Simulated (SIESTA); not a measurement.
# MgZn2O3: single point with PBEsol

The system is MgZn2O3.

```
CELL_PARAMETERS angstrom
3.05260 0.00000 0.00000
-1.52630 2.64363 0.00000
0.00000 0.00000 7.45204
ATOMIC_POSITIONS crystal
Zn 0.67431 0.33616 0.33679
Zn 0.33101 0.66574 0.67214
Mg 0.99718 0.98366 0.99578
O 0.02312 0.02708 0.50267
O 0.66984 0.33426 0.83058
O 0.33515 0.67450 0.16527
```

The cell comes from a database or a generator and needn't be the stable form of this composition.

The cell isn't the ideal one: atoms moved at random, drawn with an rms of 0.05 Å.

```json
{
 "Program": "SIESTA 5.4.2",
 "Task": "single point",
 "Functional": "PBEsol",
 "Potentials or basis": "PseudoDojo 0.4 standard (PBEsol files)",
 "Basis": "DZP (energy shift 0.003 Ry; two zetas on semicore shells)",
 "Grid cutoff": "800 Ry",
 "Energy shift": "0.003 Ry",
 "k mesh": "10 × 10 × 4",
 "Occupations": "fermi-dirac, width 0.05 eV",
 "Spin": "no spin polarisation"
}
```

The pressure is -5.5 GPa and the largest force is 0.722 eV/Å. The band gap on the k mesh is 1.67 eV, direct.

Forces in eV/Å, atoms in the order of the input:
```
Zn  -0.027  0.054 -0.144
Zn   0.074  0.093 -0.710
Mg  -0.080  0.275  0.663
O   -0.040 -0.165 -0.004
O   -0.017 -0.118  0.612
O    0.090 -0.142 -0.418
```

Stress tensor (GPa, compression positive):
```
-5.39  0.01  0.04
 0.01 -5.44  0.07
 0.04  0.07 -5.81
```

Levels at points of the mesh, in eV from the valence-band top:
| k point | band 31 | band 32 | band 33 | band 34 | band 35 | band 36 | band 37 | band 38 |
| --- | --- | --- | --- | --- | --- | --- | --- | --- |
| (0.00, 0.00, 0.00) | -0.79 | -0.68 | -0.02 | 0.00 | 1.67 | 5.19 | 5.50 | 10.89 |
| (0.50, 0.00, 0.00) | -1.77 | -1.20 | -0.75 | -0.31 | 5.49 | 6.92 | 7.21 | 9.35 |
| (0.00, 0.50, 0.00) | -1.73 | -1.23 | -0.76 | -0.31 | 5.51 | 6.93 | 7.19 | 9.28 |
| (0.50, 0.50, 0.00) | -1.73 | -1.20 | -0.78 | -0.31 | 5.50 | 6.93 | 7.18 | 9.35 |
| (0.00, 0.00, 0.50) | -0.63 | -0.54 | -0.08 | -0.05 | 3.17 | 3.73 | 5.82 | 10.25 |
| (0.50, 0.00, 0.50) | -2.21 | -1.49 | -0.17 | -0.16 | 5.82 | 6.02 | 7.37 | 10.06 |
| (0.00, 0.50, 0.50) | -2.17 | -1.54 | -0.18 | -0.16 | 5.81 | 6.04 | 7.38 | 10.03 |
| (0.50, 0.50, 0.50) | -2.19 | -1.49 | -0.18 | -0.15 | 5.82 | 6.02 | 7.39 | 10.04 |

Wall time 71 s on 1 thread of Arm Neoverse V2, on a shared host, peak memory 0.35 GiB.

Caveat: short orbitals over semicore shells can move pressures by several GPa; the valence orbitals were made in a potential fitted to the semicore shell under them, which widens gaps by tenths of an eV or more; the basis of atomic orbitals isn't converged, which shifts pressures, moduli and gaps.
